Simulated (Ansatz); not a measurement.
# Alloy of GaAs and GaSb (8 of 32 As sites exchanged), 64 atoms

Wanted: the relaxed alloy cell and its gap (PBEsol, HSE06 and r²SCAN).

Program: Ansatz 0.2.0, PAW, plane waves. These are calculated values, not measurements.

## Step 1: The system as built

64 atoms (32 Ga, 8 Sb, 24 As); a = 11.547 Å, b = 11.547 Å, c = 11.547 Å, α = 90.00°, β = 90.00°, γ = 90.00°. All atoms were shaken off their sites by about 0.02 Å along each axis.

Steps to follow: (2) PBEsol cell relaxation at the single k point (½, ½, ½), on 1 × NVIDIA GB300 Max-Q with 8 threads of Arm Neoverse-V2; (3) HSE06 single point at the Γ point alone, on 1 × NVIDIA GB300 Max-Q with 8 threads of Arm Neoverse-V2; (4) r²SCAN single point at the Γ point alone, on 1 × NVIDIA GB300 Max-Q with 8 threads of Arm Neoverse-V2.

## Step 2: Relaxing cell and atoms with PBEsol

in.yaml

```yaml
crystal:
  lattice:
    - [11.546697, 0.000000, 0.000000]
    - [0.000000, 11.546697, 0.000000]
    - [0.000000, 0.000000, 11.546697]
  atoms:
    - { symbol: Ga, position: [0.000732, 0.999541, 0.000306] }
    - { symbol: Ga, position: [0.001944, 0.998685, 0.501042] }
    - { symbol: Ga, position: [0.998165, 0.498739, 0.003349] }
    - { symbol: Ga, position: [0.998100, 0.500020, 0.501150] }
    - { symbol: Ga, position: [0.500165, 0.999247, 0.999128] }
    - { symbol: Ga, position: [0.498667, 0.001414, 0.501749] }
    - { symbol: Ga, position: [0.499575, 0.500769, 0.001320] }
    - { symbol: Ga, position: [0.499295, 0.500827, 0.500041] }
    - { symbol: Ga, position: [0.250675, 0.250440, 0.998579] }
    - { symbol: Ga, position: [0.249809, 0.249813, 0.499747] }
    - { symbol: Ga, position: [0.248150, 0.749964, 0.001185] }
    - { symbol: Ga, position: [0.251379, 0.749969, 0.498526] }
    - { symbol: Ga, position: [0.750113, 0.251952, 0.001059] }
    - { symbol: Ga, position: [0.747618, 0.251963, 0.500620] }
    - { symbol: Ga, position: [0.753136, 0.751329, 0.000404] }
    - { symbol: Ga, position: [0.750176, 0.746939, 0.499882] }
    - { symbol: Ga, position: [0.251226, 0.002952, 0.250404] }
    - { symbol: Ga, position: [0.250496, 0.000004, 0.750792] }
    - { symbol: Ga, position: [0.248131, 0.500763, 0.252158] }
    - { symbol: Ga, position: [0.252939, 0.500504, 0.747834] }
    - { symbol: Ga, position: [0.749626, 0.000093, 0.252988] }
    - { symbol: Ga, position: [0.748761, 0.000615, 0.750182] }
    - { symbol: Ga, position: [0.749334, 0.500260, 0.251022] }
    - { symbol: Ga, position: [0.749933, 0.500823, 0.751291] }
    - { symbol: Ga, position: [0.000617, 0.250344, 0.250087] }
    - { symbol: Ga, position: [0.998456, 0.250426, 0.747562] }
    - { symbol: Ga, position: [0.998258, 0.747747, 0.249676] }
    - { symbol: Ga, position: [0.000834, 0.748607, 0.748806] }
    - { symbol: Ga, position: [0.500245, 0.248082, 0.251162] }
    - { symbol: Ga, position: [0.498739, 0.251885, 0.749912] }
    - { symbol: Ga, position: [0.498435, 0.748584, 0.252150] }
    - { symbol: Ga, position: [0.502078, 0.750932, 0.748103] }
    - { symbol: Sb, position: [0.124781, 0.123907, 0.122237] }
    - { symbol: Sb, position: [0.624058, 0.124809, 0.125766] }
    - { symbol: Sb, position: [0.372990, 0.875666, 0.124885] }
    - { symbol: Sb, position: [0.374521, 0.873766, 0.625778] }
    - { symbol: Sb, position: [0.375418, 0.123528, 0.874711] }
    - { symbol: Sb, position: [0.874147, 0.127186, 0.377427] }
    - { symbol: Sb, position: [0.873482, 0.622854, 0.376351] }
    - { symbol: Sb, position: [0.124067, 0.872419, 0.879117] }
    - { symbol: As, position: [0.124913, 0.123100, 0.627282] }
    - { symbol: As, position: [0.128105, 0.625516, 0.124464] }
    - { symbol: As, position: [0.126119, 0.623608, 0.625896] }
    - { symbol: As, position: [0.625216, 0.125502, 0.625566] }
    - { symbol: As, position: [0.625486, 0.625744, 0.125744] }
    - { symbol: As, position: [0.623719, 0.623835, 0.626137] }
    - { symbol: As, position: [0.376716, 0.375256, 0.125977] }
    - { symbol: As, position: [0.373729, 0.372113, 0.626188] }
    - { symbol: As, position: [0.876767, 0.374010, 0.125921] }
    - { symbol: As, position: [0.876336, 0.378128, 0.624677] }
    - { symbol: As, position: [0.874646, 0.876697, 0.122853] }
    - { symbol: As, position: [0.875153, 0.873305, 0.624776] }
    - { symbol: As, position: [0.374826, 0.126079, 0.374038] }
    - { symbol: As, position: [0.373882, 0.626986, 0.376023] }
    - { symbol: As, position: [0.376281, 0.624256, 0.878667] }
    - { symbol: As, position: [0.874600, 0.123920, 0.875274] }
    - { symbol: As, position: [0.876567, 0.628404, 0.873640] }
    - { symbol: As, position: [0.127137, 0.373398, 0.373935] }
    - { symbol: As, position: [0.125880, 0.377650, 0.873268] }
    - { symbol: As, position: [0.123543, 0.876940, 0.373964] }
    - { symbol: As, position: [0.623572, 0.375498, 0.373440] }
    - { symbol: As, position: [0.623195, 0.374165, 0.875052] }
    - { symbol: As, position: [0.622925, 0.873804, 0.375771] }
    - { symbol: As, position: [0.623950, 0.876407, 0.874534] }
kpoints:
  mp_grid: { grid: [1, 1, 1], shift: [0.5, 0.5, 0.5] }
hamiltonian:
  xc: pbesol
scf:
  occupations: { method: fermi_dirac, width: 0.01 }
relax:
  f_tol: 0.03
  max_steps: 80
  escape_saddle: false
  adjacent_minimum: "off"
  cell: { fix: [shape] }
output:
  forces: true
  eigenvalues: true
  populations: true
```

Command:

```console
ansatz run in.yaml --threads 8 --pin off --max-ram 118750MiB --runs-dir r --events-out ev --progress --plain --backend cuda --devices 0,
```

The runs that follow: Single point with HSE06; Single point with r²SCAN.

Q: Predict the outcome of this session. Wanted: for each run, top filled to lowest empty.

As calculated:

| level | time | k points | top filled to lowest empty (eV) |
| --- | --- | --- | --- |
| PBEsol, relaxation | 16 s (GPU) | (½, ½, ½) | 1.27 |
| HSE06 | 84 s (GPU) | Γ | 1.05 |
| r²SCAN | 11 s (GPU) | Γ | 0.60 |

| quantity | value |
| --- | --- |
| relaxation | 5 recorded steps, 2.31 eV gained |
| largest shift | 0.19 Å (Ga1) |
| relaxed cell | a = 11.563 Å, b = 11.563 Å, c = 11.563 Å, α = 90.00°, β = 90.00°, γ = 90.00° |
| mean bonds | As–Ga 2.471, Ga–Sb 2.608 Å |

**What this shows.** Relaxation gains 2.31 eV, with shifts up to 0.19 Å (Ga1), while the volume changes by +0.4 %. The mean lengths of the listed bonds run from As–Ga 2.47 Å to Ga–Sb 2.61 Å. At the same k points, r²SCAN gives a spacing 0.44 eV smaller than the 1.05 eV of HSE06. The relaxation ran on other k points, so part of any difference from the later rows can come from the mesh. The price of HSE06 is about 7.5 times the time of r²SCAN here. No spin–orbit coupling is included; with elements this heavy it would shift the edges. With one k point the spacing samples only the states that fold onto it, so it can exceed the gap over the zone.
